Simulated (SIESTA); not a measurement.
The system is Mo3Ru3C2.

```
Ru Mo C
1.0
     2.90927    0.00000    0.00000
    -1.45463    2.51950    0.00000
     0.00000    0.00000   13.88332
Ru Mo C
3 3 2
Direct
  0.33333 0.66667 0.34598
  0.00000 0.00000 0.50000
  0.66667 0.33333 0.65402
  0.33333 0.66667 0.81211
  0.00000 0.00000 0.00000
  0.66667 0.33333 0.18789
  0.66667 0.33333 0.90117
  0.33333 0.66667 0.09883
```

The cell comes from a database or a generator and needn't be the stable form of this composition.

Base run:

```yaml
Program: SIESTA 5.4.2
Functional: PBEsol
Potentials_or_basis: PseudoDojo 0.4 standard (PBEsol files)
Basis: DZP (energy shift 0.003 Ry; two zetas on semicore shells)
Grid_cutoff: 800 Ry
Energy_shift: 0.003 Ry
k_mesh: 10 × 10 × 2
Occupations: fermi-dirac, width 0.05 eV
Spin: no spin polarisation
```

Its results: band gap on the k mesh none (metal or under the smearing width); pressure -7.4 GPa; largest force 0.208 eV/Å.

**Question.** The run is repeated on the same cell with these changes: functional from PBEsol to PBE; potentials or basis from PseudoDojo 0.4 standard (PBEsol files) to PseudoDojo 0.4 standard (PBE files). What comes out?

**Answer.** Band gap on the k mesh none (metal or under the smearing width); pressure 1.1 GPa; largest force 0.264 eV/Å.

Caveats: the basis of atomic orbitals isn't converged, which shifts pressures, moduli and gaps.

Not every run made on this cell is shown here.
